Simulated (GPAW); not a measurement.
# CsLiCr2Te2S3 (Cm) in GPAW: settings compared

One crystal, CsLiCr2Te2S3, is run at these levels: PBEsol, AM05, PW91, r2SCAN, PBE; tasks: band structure.

Everything below comes from runs of GPAW 26.7.0. Logs are shortened: lines on timing, memory, paths and dates and some standing lists are left out, and cuts for length are marked. The log counts tension as positive stress, the text compression.

### 1 The crystal as given

It takes space group Cm (No. 8, monoclinic). Conventional cell: a = 6.843 Å, b = 10.361 Å, c = 7.978 Å, α = 90.00°, β = 111.21°, γ = 90.00°. Cs (site symmetry m) has 5 S at 3.58 to 3.92 Å and 1 Li at 4.01 Å as nearest neighbours. Around Li (site symmetry m) lie 3 S at 2.42 to 2.56 Å. Cr (site symmetry 1) has 3 S at 2.20 to 2.25 Å and 1 Te at 2.51 Å as nearest neighbours. Around Te (site symmetry 1) lie 1 Cr at 2.51 Å. S (site symmetry 1) is surrounded by 2 Cr at 2.24 to 2.25 Å and 1 Li at 2.56 Å. S (site symmetry m) is surrounded by 2 Cr at 2.20 Å and 1 Li at 2.42 Å.

The cell was built by a generator and needn't be a form met in nature.

### 2 Band structure, PBEsol, collinear spin, ferromagnetic start

The input, run.py:

```python
from ase import Atoms
from ase.dft.bandgap import bandgap
from ase.io import write
from ase.units import GPa
from ase.parallel import parprint
from gpaw import GPAW, PW, setup_paths

setup_paths.insert(0, '.')

atoms = Atoms(['Cs', 'Li', 'Cr', 'Cr', 'Te', 'Te', 'S', 'S', 'S'],
              cell=[[3.42162, -5.18069, 0.00784],
                    [3.42162, 5.18069, 0.00784],
                    [-2.90411, 0.0, 7.43093]],
              scaled_positions=[[0.09374, 0.09374, 0.00853],
                                [0.58875, 0.58875, 0.55336],
                                [0.05646, 0.46755, 0.5579],
                                [0.46755, 0.05646, 0.5579],
                                [0.56486, 0.87357, 0.29035],
                                [0.87357, 0.56486, 0.29035],
                                [0.81151, 0.39697, 0.73347],
                                [0.39697, 0.81151, 0.73347],
                                [0.21404, 0.21404, 0.48371]],
              pbc=True)
atoms.set_initial_magnetic_moments([0.0, 0.0, 3.0, 3.0, 0.0, 0.0, 0.0, 0.0, 0.0])

calc = GPAW(mode=PW(800),
            xc='PBEsol',
            kpts={'size': (4, 4, 3), 'gamma': True},
            occupations={'name': 'fermi-dirac', 'width': 0.05},
            nbands=49,
            convergence={'density': 1e-05, 'energy': 1e-05},
            maxiter=150,
            txt='gpaw.txt')
atoms.calc = calc
energy = atoms.get_potential_energy()
forces = atoms.get_forces()
stress = atoms.get_stress()
calc.write('gs.gpw')
write('result.traj', atoms)
parprint(f'Energy: {energy:.6f} eV')
parprint('Forces (eV/A):')
parprint(forces.round(4))
parprint('Stress (GPa):', (stress / GPa).round(3))
parprint('Moments:', calc.get_magnetic_moments().round(3))
parprint('Fermi level:', round(calc.get_fermi_level(), 4), 'eV')
parprint(f'Gap: {bandgap(calc)[0]:.4f} eV, direct: {bandgap(calc, direct=True)[0]:.4f} eV')

path = atoms.cell.bandpath('GYFHZIF1,H1Y1XGN,MG', npoints=80, eps=1e-4)
bs_calc = calc.fixed_density(kpts=path, symmetry='off', nbands=88,
                             convergence={'bands': 'CBM+6.0', 'eigenstates': 1e-6}, txt='bands.txt')
bs = bs_calc.band_structure()
bs.write('bs.json')
parprint(f'Gap on the path: {bandgap(bs_calc)[0]:.4f} eV')
```

Potentials or basis: PAW data sets generated in the run's folder for this functional, pw.

The run is started by

```console
$ gpaw-setup -f PBEsol Cr Cs Li S Te
$ OMP_NUM_THREADS=1 mpirun -n 8 gpaw python run.py
```

gpaw.txt:

```text
__  _  _
 | _ |_)|_||  |
 |__||  | ||/\| - 26.7.0

Input parameters:
  mode=PW(ecut=800.0),
  convergence={'density': 1e-05, 'energy': 1e-05},
  kpts=MonkhorstPack(size=(4, 4, 3), gamma=True),
  maxiter=150,
  nbands=49,
  occupations=Occupations(name='fermi-dirac', width=0.05),
  xc=XC(name='PBEsol')

Diagonalizing LCAO Hamiltonian
Converting LCAO to pw mode

               S
          Cr
            S
        S     Li
       Cr          Te

                  Te

          Cs

Atoms  # Å, Bohr magnetons
|   | symbol |        x |         y |        z |    initial magnetic moments |
|---|--------|----------|-----------|----------|-----------------------------|
| 0 |     Cs | 0.616713 |  0.000000 | 0.064856 | ( 0.0000,  0.0000,  0.0000) |
| 1 |     Li | 2.421939 |  0.000000 | 4.121211 | ( 0.0000,  0.0000,  0.0000) |
| 2 |     Cr | 0.172760 |  2.129730 | 4.149824 | ( 0.0000,  0.0000,  3.0000) |
| 3 |     Cr | 0.172760 | -2.129730 | 4.149824 | ( 0.0000,  0.0000,  3.0000) |
| 4 |     Te | 4.078553 |  1.599331 | 2.168848 | ( 0.0000,  0.0000,  0.0000) |
| 5 |     Te | 4.078553 | -1.599331 | 2.168848 | ( 0.0000,  0.0000,  0.0000) |
| 6 |      S | 2.004882 | -2.147603 | 5.459839 | ( 0.0000,  0.0000,  0.0000) |
| 7 |      S | 2.004882 |  2.147603 | 5.459839 | ( 0.0000,  0.0000,  0.0000) |
| 8 |      S | 0.059980 |  0.000000 | 3.597771 | ( 0.0000,  0.0000,  0.0000) |

Unit cell  # Å
| periodic |         x |         y |        z |  lengths |     angles |
|----------|-----------|-----------|----------|----------|------------|
|      yes |  3.421620 | -5.180690 | 0.007840 | 6.208631 | 101.503543 |
|      yes |  3.421620 |  5.180690 | 0.007840 | 6.208631 | 101.503543 |
|      yes | -2.904110 |  0.000000 | 7.430930 | 7.978256 | 113.113814 |

Number of symmetries: 2
Symmetry operations  # r_c * U_cc + t_c -> r_c
|   | kind |            matrix            |
|---|------|------------------------------|
| 0 |  E   |  1, 0, 0,  0, 1, 0,  0, 0, 1 |
| 1 |  σ   |  0, 1, 0,  1, 0, 0,  0, 0, 1 |

BZ-sampling:
  Number of BZ points: 48
  Number of IBZ points: 17

  Monkhorst-Pack size: [4, 4, 3]
  Monkhorst-Pack shift: [0.125, 0.125, 0.0]

K-points  # in reciprocal-cell coordinates
|     |                                coordinates |     weight |
|-----|--------------------------------------------|------------|
|   0 | (  0.00000000,   0.00000000,   0.00000000) | 0.02083333 |
|   1 | (  0.00000000,   0.00000000,   0.33333333) | 0.04166667 |
|   2 | (  0.25000000,  -0.25000000,   0.00000000) | 0.04166667 |
|   3 | (  0.25000000,  -0.25000000,   0.33333333) | 0.08333333 |
|   4 | (  0.25000000,   0.00000000,  -0.33333333) | 0.08333333 |
|   5 | (  0.25000000,   0.00000000,   0.00000000) | 0.08333333 |
|   6 | (  0.25000000,   0.00000000,   0.33333333) | 0.08333333 |
|   7 | (  0.25000000,   0.25000000,  -0.33333333) | 0.04166667 |
|   8 | (  0.25000000,   0.25000000,   0.00000000) | 0.04166667 |
|   9 | (  0.25000000,   0.25000000,   0.33333333) | 0.04166667 |
| ... |                                            |            |
|  16 | (  0.50000000,   0.50000000,   0.33333333) | 0.04166667 |

Plane wave coefficients: 13580
Cutoff: 800.0 eV

Spin-components: 2 (collinear spins)
Bands:           49
Projectors:      47
Spin-degeneracy: 1
Datatype:        complex128

Parallelization:
  kpt:    4
  domain: 2
  band:   1

Density:
  Valence electrons: 52.0
  Components: 2
  Grid points: [42 42 54]
  Charge: 0.0  # |e|

Potential:
  Grid points: [42 42 54]

species:
  Cs:
    name:    Caesium
    Z:       55.0
    valence: 9
    core:    46
    charge:  0.0  # [|e|]
    compensation charges:
      type: gauss
      rc: 0.33  # [Å]
      lmax: 2
    cutoffs:
      filter: 2.06  # [Å]
      core: 2.51  # [Å]
    projectors
    | kind |    occ | energy [eV] | rcut [Å] |
    |------|--------|-------------|----------|
    |   5s |  2.000 |     -26.762 |    1.164 |
    |   6s |  1.000 |      -2.083 |    1.164 |
    |   5p |  6.000 |     -13.550 |    1.058 |
    |    p |        |      13.661 |    1.058 |
    |    d |        |       0.000 |    1.058 |

    Using partial waves for Cs as LCAO basis

  Li:
    name:    Lithium
    Z:       3.0
    valence: 1
    core:    2
    charge:  0.0  # [|e|]
    compensation charges:
      type: gauss
      rc: 0.33  # [Å]
      lmax: 2
    cutoffs:
      filter: 1.91  # [Å]
      core: 2.55  # [Å]
    projectors
    | kind |    occ | energy [eV] | rcut [Å] |
    |------|--------|-------------|----------|
    |   2s |  1.000 |      -2.822 |    1.058 |
    |   2p |  0.000 |      -1.056 |    1.058 |
    |    s |        |      24.389 |    1.058 |
    |    p |        |      26.155 |    1.058 |
    |    d |        |       0.000 |    1.058 |

    Using partial waves for Li as LCAO basis

  Cr:
    name:    Chromium
    Z:       24.0
    valence: 6
    core:    18
    charge:  0.0  # [|e|]
    compensation charges:
      type: gauss
      rc: 0.35  # [Å]
      lmax: 2
    cutoffs:
      filter: 2.14  # [Å]
      core: 3.04  # [Å]
    projectors
    | kind |    occ | energy [eV] | rcut [Å] |
    |------|--------|-------------|----------|
    |   4s |  1.000 |      -4.015 |    1.164 |
    |   4p |  0.000 |      -0.955 |    1.217 |
    |   3d |  5.000 |      -2.928 |    1.111 |
    |    s |        |      23.196 |    1.164 |
    |    p |        |      26.257 |    1.217 |
    |    d |        |      24.283 |    1.111 |

    Using partial waves for Cr as LCAO basis

  Te:
    name:    Tellurium
    Z:       52.0
    valence: 6
    core:    46
    charge:  0.0  # [|e|]
    compensation charges:
      type: gauss
      rc: 0.36  # [Å]
      lmax: 2
    cutoffs:
      filter: 2.09  # [Å]
      core: 3.17  # [Å]
    projectors
    | kind |    occ | energy [eV] | rcut [Å] |
    |------|--------|-------------|----------|
    |   5s |  2.000 |     -15.132 |    1.180 |
    |   5p |  4.000 |      -5.970 |    1.196 |
    |    s |        |      12.080 |    1.180 |
    |    p |        |      21.241 |    1.196 |
    |    d |        |       0.000 |    1.238 |

    Using partial waves for Te as LCAO basis

  S:
    name:    Sulfur
    Z:       16.0
    valence: 6
    core:    10
    charge:  0.0  # [|e|]
    compensation charges:
      type: gauss
      rc: 0.24  # [Å]
      lmax: 2
    cutoffs:
      filter: 1.77  # [Å]
      core: 1.66  # [Å]
    projectors
    | kind |    occ | energy [eV] | rcut [Å] |
    |------|--------|-------------|----------|
    |   3s |  2.000 |     -17.192 |    0.974 |
    |   3p |  4.000 |      -6.978 |    0.979 |
    |    s |        |      10.020 |    0.974 |
    |    p |        |      20.234 |    0.979 |
    |    d |        |       0.000 |    0.900 |

    Using partial waves for S as LCAO basis

Reference energy: -670966.768694  # eV

eigensolver:
  PPCG
  Converge bands: occupied
  niter=2

density mixing:
  MSR1-Mixer
  Pratt-step length: 0.05
  Maximum mixing coefficient: 0.75
  Old densities: 10
  SVD Regularization: 0.005
  Good broyden scale: 1.0
  Trust region scale: 1.0
  Backstep threshold: 4.0
  History deletion threshold: 6.0
  Fourier metric: weight=20.0, sigma=0.015

occupation numbers:
  Fermi-Dirac:
    width: 0.0500  # eV

poisson solver:
  ecut: 6400.0  # eV

xc functional:
  name: PBEsol with 2 nearest neighbor stencil

convergence criteria:
- Maximum integral of absolute [dens]ity change: 1e-05 electrons / valence electron
- Maximum [total energy] change in last 3 cyles: 1e-05 eV / valence electron
- Maximum integral of absolute [eigenst]ate change: 4e-08 eV^2 / valence electron
maximum number of iterations: 150

SCF iterations
|iter     | |      energy | eigst |  dens |  magmom |
|---------|-|-------------|-------|-------|---------|
|iter:   1| |  -52.002742 | +0.34 |       |  +5.9904|
|iter:   2| |  -48.767657 | -1.04 | -0.69 |  +5.8885|
|iter:   3| |  -48.451161 | -2.15 | -0.96 |  +5.7766|
|iter:   4| |  -48.199721 | -2.13 | -1.03 |  +5.4444|
|iter:   5| |  -48.161364 | -2.14 | -1.13 |  +4.9524|
|iter:   6| |  -48.217875 | -2.52 | -1.31 |  +4.4224|
|iter:   7| |  -48.232334 | -3.12 | -1.63 |  +4.2134|
|iter:   8| |  -48.239098 | -3.52 | -1.92 |  +4.0721|
|iter:   9| |  -48.240372 | -3.90 | -2.31 |  +4.0314|
|iter:  10| |  -48.240510 | -4.43 | -2.57 |  +4.0139|
|iter:  11| |  -48.240670c| -5.09 | -2.92 |  +4.0106|
|iter:  12| |  -48.240717c| -5.68 | -3.35 |  +4.0128|
|iter:  13| |  -48.240721c| -6.48 | -3.71 |  +4.0148|
|iter:  14| |  -48.240723c| -7.11 | -3.95 |  +4.0157|
|iter:  15| |  -48.240721c| -7.70c| -4.27 |  +4.0159|
|iter:  16| |  -48.240721c| -7.89c| -4.64 |  +4.0159|
|iter:  17| |  -48.240721c| -8.31c| -5.00c|  +4.0158|

Converged in 17 steps
Energy contributions relative to reference atoms: (reference = -670966.768694)

Energy contributions:
  Kinetic:           6.256499
  Coulomb:         -19.348350
  Zero:              0.932477
  External:          0.000000
  Xc:              -36.064762
  Entropy:          -0.033170
  Spinorbit:         0.000000
  ----------------------------
  Free energy:     -48.257306
  Extrapolated:    -48.240721

dipole moment: (-2.468033, -0.000000, -38.847038)  # |e|*Ang

Total magnetic moment: (0.000000, 0.000000, 4.015818)

Local magnetic moments
|        x |        y |         z |
|----------|----------|-----------|
| 0.000000 | 0.000000 | -0.001177 |  # Cs   0
| 0.000000 | 0.000000 |  0.000618 |  # Li   1
| 0.000000 | 0.000000 |  2.163187 |  # Cr   2
| 0.000000 | 0.000000 |  2.163187 |  # Cr   3
| 0.000000 | 0.000000 | -0.154136 |  # Te   4
| 0.000000 | 0.000000 | -0.154136 |  # Te   5
| 0.000000 | 0.000000 | -0.069252 |  # S    6
| 0.000000 | 0.000000 | -0.069252 |  # S    7
| 0.000000 | 0.000000 | -0.064824 |  # S    8

Fermi level: 3.751
Eigenvalues  # (at kpt = [0.000, 0.000, 0.000])
| band index |      eig [eV] | occ [0-1] |      eig [eV] | occ [0-1] |
|------------|---------------|-----------|---------------|-----------|
|          0 |       -17.930 |     1.000 |       -17.931 |     1.000 |
|        ... |               |           |               |           |
|         19 |         1.373 |     1.000 |         1.597 |     1.000 |
|         20 |         1.539 |     1.000 |         1.829 |     1.000 |
|         21 |         1.777 |     1.000 |         2.071 |     1.000 |
|         22 |         2.040 |     1.000 |         3.050 |     1.000 |
|         23 |         2.608 |     1.000 |         3.192 |     1.000 |
|         24 |         2.692 |     1.000 |         4.417 |     0.000 |
|         25 |         3.003 |     1.000 |         4.591 |     0.000 |
|         26 |         3.344 |     1.000 |         4.788 |     0.000 |
|         27 |         3.388 |     0.999 |         4.796 |     0.000 |
|         28 |         3.560 |     0.979 |         5.237 |     0.000 |
|         29 |         3.971 |     0.012 |         5.396 |     0.000 |
|         30 |         4.478 |     0.000 |         5.478 |     0.000 |
|         31 |         4.805 |     0.000 |         5.847 |     0.000 |
|         32 |         5.395 |     0.000 |         6.361 |     0.000 |
|         33 |         5.763 |     0.000 |         6.637 |     0.000 |
|        ... |               |           |               |           |
|         48 |        11.900 |     0.000 |        12.042 |     0.000 |

No gap
No difference between direct/indirect transitions

Forces  # eV/Ang
|        x |        y |        z |
|----------|----------|----------|
| -0.01814 |  0.00000 |  0.03341 |  # Cs   0
|  0.01476 |  0.00000 | -0.01150 |  # Li   1
|  0.01243 |  0.07938 | -0.05361 |  # Cr   2
|  0.01243 | -0.07938 | -0.05361 |  # Cr   3
|  0.02998 |  0.04245 |  0.21201 |  # Te   4
|  0.02998 | -0.04245 |  0.21201 |  # Te   5
| -0.03052 | -0.05165 | -0.17107 |  # S    6
| -0.03052 |  0.05165 | -0.17107 |  # S    7
| -0.02049 |  0.00000 |  0.00359 |  # S    8

Stress tensor  # eV/Ang^3
|        x |         y |         z |
|----------|-----------|-----------|
| 0.011392 |  0.000000 |  0.000444 |
| 0.000000 |  0.012743 | -0.000000 |
| 0.000444 | -0.000000 |  0.010987 |

# Writing to gs.gpw (mode='')
```

It took 5.2 min on 8 MPI ranks of AMD EPYC 9R45 (Zen 5), shared host; peak memory 0.98 GiB.

Results:

- Free energy: -48.2573 eV
- Pressure: -1.9 GPa
- Largest force: 0.218 eV/Å
- Band gap along the path: none (metal or under the smearing width)
- Net moment: 4.02 μB per cell
- Site moments: Cs -0.00; Li +0.00; Cr +2.16; Te -0.15; S -0.07, -0.06 μB

Forces in eV/Å, atoms in the order of the input:
```
Cs  -0.018  0.000  0.033
Li   0.015  0.000 -0.011
Cr   0.012  0.079 -0.054
Cr   0.012 -0.079 -0.054
Te   0.030  0.042  0.212
Te   0.030 -0.042  0.212
S   -0.031 -0.052 -0.171
S   -0.031  0.052 -0.171
S   -0.020  0.000  0.004
```

Stress tensor (GPa, compression positive):
```
-1.83  0.00 -0.07
 0.00 -2.04  0.00
-0.07  0.00 -1.76
```

Levels at the corners of the path, in eV from the Fermi level:
Spin up:
```tsv
point	band 24	band 25	band 26	band 27	band 28	band 29	band 30	band 31	band 32	band 33
Γ	-1.14	-1.06	-0.75	-0.41	-0.36	-0.19	0.22	0.73	1.05	1.64
Y	-1.16	-0.92	-0.49	-0.40	-0.02	0.27	0.71	0.82	0.95	1.20
F	-0.94	-0.93	-0.40	-0.36	0.04	0.18	0.61	0.65	0.76	1.17
H	-1.37	-0.93	-0.61	-0.38	-0.05	0.16	0.76	0.79	0.91	1.21
Z	-1.17	-1.05	-0.75	-0.41	-0.35	-0.10	0.12	0.63	0.64	1.63
I	-0.94	-0.62	-0.49	-0.44	0.06	0.22	0.58	0.69	0.70	1.08
F1	-0.94	-0.93	-0.40	-0.36	0.04	0.18	0.61	0.65	0.76	1.17
H1	-1.37	-0.93	-0.61	-0.38	-0.05	0.16	0.76	0.79	0.91	1.21
Y1	-1.16	-0.92	-0.49	-0.40	-0.02	0.27	0.71	0.82	0.95	1.20
X	-0.90	-0.70	-0.60	-0.45	-0.04	0.49	0.56	0.87	0.98	1.08
Γ	-1.14	-1.06	-0.75	-0.41	-0.36	-0.19	0.22	0.73	1.05	1.64
N	-1.27	-0.98	-0.80	-0.24	-0.02	0.27	0.48	0.80	0.88	1.17
M	-1.19	-0.97	-0.94	-0.26	-0.15	0.20	0.53	0.86	0.92	1.04
Γ	-1.14	-1.06	-0.75	-0.41	-0.36	-0.19	0.22	0.73	1.05	1.64
```
Spin down:
| point | band 21 | band 22 | band 23 | band 24 | band 25 | band 26 | band 27 | band 28 |
| --- | --- | --- | --- | --- | --- | --- | --- | --- |
| Γ | -1.92 | -1.68 | -0.70 | -0.56 | 0.67 | 0.84 | 1.04 | 1.05 |
| Y | -1.81 | -1.40 | -1.06 | -0.20 | 0.76 | 0.90 | 1.23 | 1.27 |
| F | -2.00 | -1.35 | -0.87 | -0.16 | 0.86 | 0.93 | 1.23 | 1.27 |
| H | -1.75 | -1.35 | -1.25 | -0.29 | 0.77 | 0.90 | 1.14 | 1.21 |
| Z | -2.14 | -1.66 | -0.67 | -0.61 | 0.68 | 0.80 | 1.10 | 1.15 |
| I | -2.02 | -1.30 | -0.73 | -0.13 | 0.88 | 0.93 | 1.14 | 1.24 |
| F1 | -2.00 | -1.35 | -0.87 | -0.16 | 0.86 | 0.93 | 1.23 | 1.27 |
| H1 | -1.75 | -1.35 | -1.25 | -0.29 | 0.77 | 0.90 | 1.14 | 1.21 |
| Y1 | -1.81 | -1.40 | -1.06 | -0.20 | 0.76 | 0.90 | 1.23 | 1.27 |
| X | -1.77 | -1.38 | -0.75 | -0.19 | 0.81 | 0.94 | 1.17 | 1.35 |
| Γ | -1.92 | -1.68 | -0.70 | -0.56 | 0.67 | 0.84 | 1.04 | 1.05 |
| N | -1.67 | -1.41 | -1.03 | -0.19 | 0.64 | 0.79 | 1.07 | 1.35 |
| M | -1.73 | -1.44 | -1.04 | -0.31 | 0.65 | 0.77 | 1.12 | 1.32 |
| Γ | -1.92 | -1.68 | -0.70 | -0.56 | 0.67 | 0.84 | 1.04 | 1.05 |

Caveat: spin-orbit coupling is left out, which moves the levels of the heavy elements; only a ferromagnetic start was run, and an antiferromagnetic order may lie lower in energy.

### 3 Band structure, AM05, collinear spin, ferromagnetic start

Edit run.py of step 2 so:

```diff
@@ -26,3 +26,3 @@
 calc = GPAW(mode=PW(800),
-            xc='PBEsol',
+            xc='AM05',
             kpts={'size': (4, 4, 3), 'gamma': True},
```

Potentials or basis: PAW data sets generated in the run's folder for this functional, pw.

The run is started by

```console
$ gpaw-setup -f AM05 Cr Cs Li S Te
$ OMP_NUM_THREADS=1 mpirun -n 8 gpaw python run.py
```

Run time: 3.8 min. Hardware: 8 MPI ranks of AMD EPYC 9R45 (Zen 5), shared host; peak memory 0.99 GiB.

Results (log left out):

```yaml
Free_energy: -46.1807 eV
Pressure: -1.4 GPa
Largest_force: 0.256 eV/Å
Band_gap_along_the_path: none (metal or under the smearing width)
Net_moment: 4.01 μB per cell
Site_moments: Cs -0.00; Li +0.00; Cr +2.16; Te -0.16; S -0.07, -0.06 μB
```

Forces on the atoms (eV/Å):
```
Cs  -0.007  0.000  0.032
Li   0.012  0.000 -0.023
Cr   0.024  0.091 -0.060
Cr   0.024 -0.091 -0.060
Te   0.016  0.039  0.253
Te   0.016 -0.039  0.253
S   -0.038 -0.057 -0.213
S   -0.038  0.057 -0.213
S   -0.008  0.000  0.033
```

Stress tensor (GPa, compression positive):
```
-1.32  0.00 -0.06
 0.00 -1.61  0.00
-0.06  0.00 -1.22
```

Levels at the corners of the path, in eV from the Fermi level:
Spin up:
| point | band 26 | band 27 | band 28 | band 29 | band 30 | band 31 |
| --- | --- | --- | --- | --- | --- | --- |
| Γ | -0.73 | -0.41 | -0.37 | -0.17 | 0.21 | 0.69 |
| Y | -0.48 | -0.40 | -0.03 | 0.26 | 0.69 | 0.81 |
| F | -0.40 | -0.36 | 0.03 | 0.17 | 0.59 | 0.65 |
| H | -0.60 | -0.37 | -0.06 | 0.15 | 0.74 | 0.77 |
| Z | -0.74 | -0.41 | -0.35 | -0.08 | 0.11 | 0.61 |
| I | -0.49 | -0.44 | 0.05 | 0.21 | 0.57 | 0.67 |
| F1 | -0.40 | -0.36 | 0.03 | 0.17 | 0.59 | 0.65 |
| H1 | -0.60 | -0.37 | -0.06 | 0.15 | 0.74 | 0.77 |
| Y1 | -0.48 | -0.40 | -0.03 | 0.26 | 0.69 | 0.81 |
| X | -0.61 | -0.45 | -0.05 | 0.48 | 0.54 | 0.84 |
| Γ | -0.73 | -0.41 | -0.37 | -0.17 | 0.21 | 0.69 |
| N | -0.80 | -0.25 | -0.02 | 0.26 | 0.46 | 0.79 |
| M | -0.93 | -0.27 | -0.15 | 0.20 | 0.51 | 0.84 |
| Γ | -0.73 | -0.41 | -0.37 | -0.17 | 0.21 | 0.69 |
Spin down:
```
point  band 22  band 23  band 24  band 25  band 26  band 27
    Γ    -1.68    -0.70    -0.57     0.66     0.80     0.99
    Y    -1.42    -1.06    -0.21     0.75     0.86     1.20
    F    -1.37    -0.87    -0.18     0.84     0.90     1.20
    H    -1.37    -1.25    -0.31     0.75     0.86     1.11
    Z    -1.66    -0.68    -0.62     0.67     0.77     1.07
    I    -1.32    -0.73    -0.15     0.86     0.91     1.11
   F1    -1.37    -0.87    -0.18     0.84     0.90     1.20
   H1    -1.37    -1.25    -0.31     0.75     0.86     1.11
   Y1    -1.42    -1.06    -0.21     0.75     0.86     1.20
    X    -1.40    -0.75    -0.21     0.77     0.92     1.14
    Γ    -1.68    -0.70    -0.57     0.66     0.80     0.99
    N    -1.41    -1.05    -0.20     0.61     0.76     1.03
    M    -1.44    -1.05    -0.32     0.61     0.74     1.08
    Γ    -1.68    -0.70    -0.57     0.66     0.80     0.99
```

Caveat: spin-orbit coupling is left out, which moves the levels of the heavy elements; only a ferromagnetic start was run, and an antiferromagnetic order may lie lower in energy.

(Part 1 of 2 ends here.)
